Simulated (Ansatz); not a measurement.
# MoSiH2+ (doublet): the correlation ladder at a displaced geometry (v1), def2-SVP

An exercise on one series of results from a longer session: the logs are not shown, and one member is left open.

The runs use Ansatz 0.2.0, Gaussian basis; def2-SVP, core rule «outside noble gas», up to 9 orbitals frozen.

To be run: UHF; CCSD(T) on ROHF; CCSD(T) on UHF; CISD as a restricted active space (open shells left free, so some higher excitations enter); CCSDT(Q) on ROHF; CCSDT(Q) on UHF; CASSCF and MRCISD+Q, 9 electrons in 9 orbitals; CASSCF and NEVPT2, 9 electrons in 9 orbitals.

9 further runs of the same task are left out: 3 that didn't finish, 6 set aside as unsound or not needed. Runs told in other sessions of the task aren't counted.

**The geometry**

The geometry is a PBE0/def2-TZVP stationary point (not a proven minimum) with its atoms shifted at random (size 0.040 Å). No spin-orbit coupling is included. Elements past krypton take def2 core potentials.

4 atoms, charge 1, spin multiplicity 2.

Atoms are counted from 1 here; the program's logs count them from 0.

Bond lengths: Mo1–Si2 2.183 Å, Mo1–H3 1.840 Å, Si2–H3 1.710 Å, Si2–H4 1.497 Å. Angles: Si2–Mo1–H3 49.4°, Mo1–Si2–H3 54.8°, Mo1–Si2–H4 164.2°, H3–Si2–H4 109.5°, Mo1–H3–Si2 75.8°.

The first run:

Input file in.yaml:

```yaml
crystal:
  periodic: [false, false, false]
  atoms:
    - {symbol: Mo, position_ang: [0.000845, 0.007131, 0.525017]}
    - {symbol: Si, position_ang: [-0.003260, -0.082453, -1.655644]}
    - {symbol: H, position_ang: [0.039770, 1.353718, -0.728143]}
    - {symbol: H, position_ang: [-0.029364, 0.265000, -3.111859]}
basis:
  gaussian: {orbitals: def2-SVP}
total_charge: 1
magnetization: {spin_polarized: true, initial_magnetization: 1}
hamiltonian: {xc: hf}
output: {orbitals: {seedname: orbitals}}
```

Launch:

```console
ansatz run in.yaml --threads 1 --pin off --events-out ev --progress --plain --max-ram 2393MiB
```

Steps of the session up to this table: UHF; CCSD(T) on ROHF; CCSD(T) on UHF; CISD as a restricted active space (open shells left free, so some higher excitations enter); CCSDT(Q) on ROHF; CCSDT(Q) on UHF; CASSCF and MRCISD+Q, 9 electrons in 9 orbitals; CASSCF and NEVPT2, 9 electrons in 9 orbitals.

One of the session's tables, all rows but one given; the rest of the session is left out.

It belongs to the step «Misses and costs». 

```
           method  from RCCSDT(Q) (kJ/mol)
             ROHF                   +703.2
              UHF                   +603.4
             RMP2                   +137.4
             UMP2                   +142.4
            RCCSD                    +50.8
            UCCSD                     -5.5
         RCCSD(T)                    +11.8
         UCCSD(T)                    -54.6
           RCCSDT                     +5.4
           UCCSDT                    -86.1
        RCCSDT(Q)                        0
        UCCSDT(Q)                        ?
  CASSCF frontier                   +438.4
  NEVPT2 frontier                   +111.6
  MRCISD frontier                    +45.9
MRCISD+Q frontier                    +10.7
```

Q: Estimate the row for UCCSDT(Q) from the others.

**Answer.** from RCCSDT(Q) (kJ/mol): -98.0. In the column «from RCCSDT(Q) (kJ/mol)» it is the lowest.

Not comparable, so not listed: CISD as a restricted active space (open shells left free, so some higher excitations enter) (they don't share determinant, frozen orbitals or solution with the rows shown, or repeat one).

To keep in mind: The determinant of HF (⟨S²⟩ 2.50) is far from a pure spin state, so its energy mixes those of several spin states; that is harmless only where they are near-degenerate. The determinant of CCSD(T) (⟨S²⟩ 2.50) is far from a pure spin state, so its energy mixes those of several spin states; high orders of coupled cluster remove much of that, low ones don't. The determinant of CCSDT(Q) (⟨S²⟩ 2.50) is far from a pure spin state, so its energy mixes those of several spin states; high orders of coupled cluster remove much of that, low ones don't. The program flags UCCSD(T), UCCSDT(Q) as in doubt, so read those rows with care; the flags are large difference, other amplitudes. Warnings: spin contamination; coupled cluster took another determinant than the lowest; large T1 diagnostic. Restricted and unrestricted rows rest on different reference determinants; a gap between their highest levels can come from leftover correlation error, from unlike frozen cores or from another state.
